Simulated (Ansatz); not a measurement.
# CuH (singlet): wave-function methods side by side, def2-TZVPP

The task here is to estimate one member of a computed series from the others.

The runs use Ansatz 0.2.0, Gaussian basis; def2-TZVPP, core rule «outside noble gas», up to 9 orbitals frozen.

The runs, in order: UHF; CCSD(T) on RHF; CCSDT(Q) on RHF; CASSCF and NEVPT2, 12 electrons in 7 orbitals.

3 further runs of the same task are left out: 1 that didn't finish, 2 set aside as unsound or not needed.

## The system

The geometry is a PBE0/def2-TZVP stationary point (not a proven minimum).

2 atoms, charge 0, spin multiplicity 1.

Atoms are counted from 1 here; the program's logs count them from 0.

Bond lengths: Cu1–H2 1.485 Å.

The first run:

in.yaml

```yaml
crystal:
  periodic: [false, false, false]
  atoms:
    - {symbol: Cu, position_ang: [0.000000, 0.000000, 0.000000]}
    - {symbol: H, position_ang: [0.000000, 0.000000, 1.485034]}
basis:
  gaussian: {orbitals: def2-TZVPP}
magnetization: {spin_polarized: true, initial_magnetization: 0}
hamiltonian: {xc: hf}
output: {orbitals: {seedname: orbitals}}
```

Started as:

```bash
$ ansatz run in.yaml --threads 1 --pin off --events-out ev --progress --plain --max-ram 2393MiB
```

Steps of the session up to this table: UHF; CCSD(T) on RHF; CCSDT(Q) on RHF; CASSCF and NEVPT2, 12 electrons in 7 orbitals.

One table of the session follows, with a row left open; its other results are not shown here.

| method | from RCCSDT(Q) (meV) |
| --- | --- |
| RHF | +13150.5 |
| RMP2 | -1164.3 |
| RCCSD | +523.2 |
| RCCSD(T) | -30.1 |
| RCCSDT | -3.7 |
| RCCSDT(Q) | 0 |
| CASSCF valence | +12644.8 |
| NEVPT2 valence | ? |

Estimate the missing values for NEVPT2 valence.

As computed: from RCCSDT(Q) (meV): +374.5. In the column «from RCCSDT(Q) (meV)» it lies between RCCSDT(Q) (0) and RCCSD (+523.2).

With the free atoms at the same levels and basis (separate runs), the atomisation energy is 2.691 eV at RCCSDT(Q), 2.681 eV at RCCSD(T), 1.363 eV at RHF.
